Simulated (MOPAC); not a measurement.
Settings test, MOPAC on SnTe

Simulated with MOPAC 23.2.5. This is a test of settings. The cell was built from a prototype and was relaxed with r2SCAN in plane waves (Ansatz 0.2.0). Not every such cell is a known phase. All runs are without spin polarisation.

Space group Fm-3m (No. 225), cubic; conventional cell a = 6.379 Å, 32.44 Å³ an atom. Around Sn lie 6 Te at 3.19 Å; around Te lie 6 Sn at 3.19 Å.

The base run uses PM7 on a cluster of 64 atoms.

```
PM7 1SCF GRADIENTS AUX(PRECISION=6) THREADS=1
crystal as a cluster of 2x2x2 conventional cells

Sn 6.378661 1 0.000000 1 0.000000 1
Te 9.567991 1 3.189330 1 3.189330 1
Sn 9.567991 1 3.189330 1 0.000000 1
Te 0.000000 1 6.378661 1 3.189330 1
Sn 9.567991 1 0.000000 1 3.189330 1
Te 0.000000 1 3.189330 1 6.378661 1
Sn 0.000000 1 0.000000 1 0.000000 1
Te 3.189330 1 3.189330 1 3.189330 1
Sn 3.189330 1 3.189330 1 0.000000 1
Te 6.378661 1 6.378661 1 3.189330 1
Sn 6.378661 1 6.378661 1 0.000000 1
Te 9.567991 1 9.567991 1 3.189330 1
Sn 9.567991 1 9.567991 1 0.000000 1
Te 0.000000 1 0.000000 1 3.189330 1
Sn 3.189330 1 0.000000 1 3.189330 1
Te 6.378661 1 3.189330 1 6.378661 1
Sn 6.378661 1 3.189330 1 3.189330 1
Te 9.567991 1 6.378661 1 6.378661 1
Sn 9.567991 1 6.378661 1 3.189330 1
Te 0.000000 1 9.567991 1 6.378661 1
Sn 6.378661 1 0.000000 1 6.378661 1
Te 9.567991 1 3.189330 1 9.567991 1
Sn 9.567991 1 3.189330 1 6.378661 1
[... 27 lines left out ...]
Sn 0.000000 1 9.567991 1 3.189330 1
Te 3.189330 1 0.000000 1 6.378661 1
Sn 0.000000 1 6.378661 1 6.378661 1
Te 3.189330 1 9.567991 1 9.567991 1
Sn 3.189330 1 9.567991 1 6.378661 1
Te 6.378661 1 0.000000 1 9.567991 1
Sn 0.000000 1 3.189330 1 9.567991 1
Te 3.189330 1 6.378661 1 0.000000 1
Sn 3.189330 1 6.378661 1 9.567991 1
Te 6.378661 1 9.567991 1 0.000000 1
Sn 6.378661 1 9.567991 1 9.567991 1
Te 9.567991 1 0.000000 1 0.000000 1
Sn 0.000000 1 9.567991 1 9.567991 1
Te 3.189330 1 0.000000 1 0.000000 1
Tv 12.757321 1 0.000000 1 0.000000 1
Tv 0.000000 1 12.757321 1 0.000000 1
Tv 0.000000 1 0.000000 1 12.757321 1
```

Command: `mopac run.mop`. It took 1.8 s on 1 thread of Arm Neoverse V2 (shared host), peak memory 0.022 GiB.

It converged with a gap of 4.25 eV. MOPAC's gap is a Hartree-Fock orbital gap, usually far wider than a measured one, and its energy is the heat of formation.

Each further run moved one setting: method (Hamiltonian); SCFCRT (SCF criterion); cluster (size of the cluster in conventional cells). Changes are from the base run, which isn't itself converged in every setting; energies of another Hamiltonian, functional, basis or charge aren't compared.

| setting | how it ended | gap change (eV) | energy change (meV/atom) | time (s) |
| --- | --- | --- | --- | --- |
| method = PM6-ORG | refused | – | – | 0.03 |
| method = AM1 | converged | -1.07 | – | 3 |
| method = PM6-D3H4 | converged | -1.56 | – | 3.1 |
| method = RM1 | refused | – | – | 0.03 |
| SCFCRT = 1e-2 (poor on purpose) | converged | 0.01 | 0.1 | 1.5 |
| cluster = 1x1x1 (poor on purpose) | refused | – | – | 0.03 |

With method = PM6-ORG nothing was computed: the Hamiltonian has no parameters for an element here. With method = RM1 nothing was computed: the Hamiltonian has no parameters for an element here. SCFCRT = 1e-2 changes nothing that matters here. With cluster = 1x1x1 nothing was computed: the program refuses so small a cluster.

The end of the log, shortened, for method = PM6-ORG:

```
    T3 =     0.0000000      0.0000000     12.7573210
          CARTESIAN COORDINATES
    NO.       ATOM           X           Y           Z
          DATA ARE NOT AVAILABLE FOR ELEMENT NO. 50
          DATA ARE NOT AVAILABLE FOR ELEMENT NO. 52
          Parameters for some elements are missing
           Empirical Formula: Sn32 Te32  =    64 atoms
 *     Error and normal termination messages reported in this calculation     *
 * Parameters for some elements are missing                                   *
 * JOB ENDED NORMALLY                                                         *
 TOTAL JOB TIME:             0.01 SECONDS
 == MOPAC DONE ==
```

Spin-orbit coupling is left out, which matters wherever the heavy atoms make up the band edges.
